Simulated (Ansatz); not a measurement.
# CH3GeNO: the cost of one run

Computed with Ansatz 0.2.0 through its Python package. Level of theory: Hartree-Fock/def2-SVP.

## 1. Starting point

Bond lengths: O1–C2 1.446 Å, C2–N3 1.433 Å, C2–Ge4 1.740 Å, N3–Ge4 1.776 Å, O1–H5 0.954 Å, Ge4–H6 1.571 Å, Ge4–H7 1.528 Å. Angles: O1–C2–N3 147.1°, O1–C2–Ge4 145.6°, N3–C2–Ge4 67.3°, C2–O1–H5 119.5°, C2–N3–Ge4 64.6°, C2–Ge4–N3 48.1°, C2–Ge4–H6 107.9°, C2–Ge4–H7 108.6°, N3–Ge4–H6 115.8°, N3–Ge4–H7 117.2°, H6–Ge4–H7 126.9°.

No structure file is read: the coordinates are typed or built in the script.

## 2. The script

ch3geno.py

```python
# -*- coding: utf-8 -*-
"""Energy of CH3GeNO against one bond angle."""

import ansatz as az
from ase import Atoms

atoms = Atoms(["O", "C", "N", "Ge", "H", "H", "H"], positions=[
    [1.6153, -0.5966, 0.6403],
    [0.2516, -0.4181, 0.1945],
    [-1.0333, -1.0158, -0.0183],
    [-0.8984, 0.689, -0.497],
    [1.8939, -1.4479, 0.969],
    [-1.2798, 1.7416, 0.6057],
    [-0.4881, 0.9798, -1.9399],
])

# relax first, so that the scan starts from a minimum
first = (
    az.Crystal.molecule_from_ase(atoms).calculation()
    .basis(gaussian="def2-SVP")
    .functional("HF")
    .relax(force_tolerance=0.02, max_steps=80)
)
atoms.positions = first.run(threads=1).report["positions_ang"]

rows = []
for angle in [85, 95, 105, 115, 125, 140, 160]:
    bent = atoms.copy()
    bent.set_angle(1, 0, 4, angle, indices=[4])
    base = (
        az.Crystal.molecule_from_ase(bent).calculation()
        .basis(gaussian="def2-SVP")
        .functional("HF")
    )
    rows.append((angle, base.run(threads=1).report["free_energy_ev"]))
floor = min(e for _, e in rows)
for angle, e in rows:
    print(f"angle C1-O0-H4 = {angle:3d} deg   {1000 * (e - floor):9.1f} meV")
```

## 3. The calls as engine input

The package turns the script's settings into the engine's input (first run):

```yaml
crystal:
  periodic: [false, false, false]
  atoms:
    - { symbol: O, position_ang: [1.6153, -0.5966, 0.6403] }
    - { symbol: C, position_ang: [0.2516, -0.4181, 0.1945] }
    - { symbol: "N", position_ang: [-1.0333, -1.0158, -0.0183] }
    - { symbol: Ge, position_ang: [-0.8984, 0.689, -0.497] }
    - { symbol: H, position_ang: [1.8939, -1.4479, 0.969] }
    - { symbol: H, position_ang: [-1.2798, 1.7416, 0.6057] }
    - { symbol: H, position_ang: [-0.4881, 0.9798, -1.9399] }
basis:
  gaussian:
    orbitals: def2-SVP
hamiltonian:
  xc: hf
relax:
  f_tol: 0.02
  max_steps: 80
```

## 4. The run

Run with:

```bash
$ python ch3geno.py
```

**Question.** How long does this script take on 1 thread of Arm Neoverse V2, shared host, and how much memory does it need?

About 23 s, with a peak of 0.25 GiB.
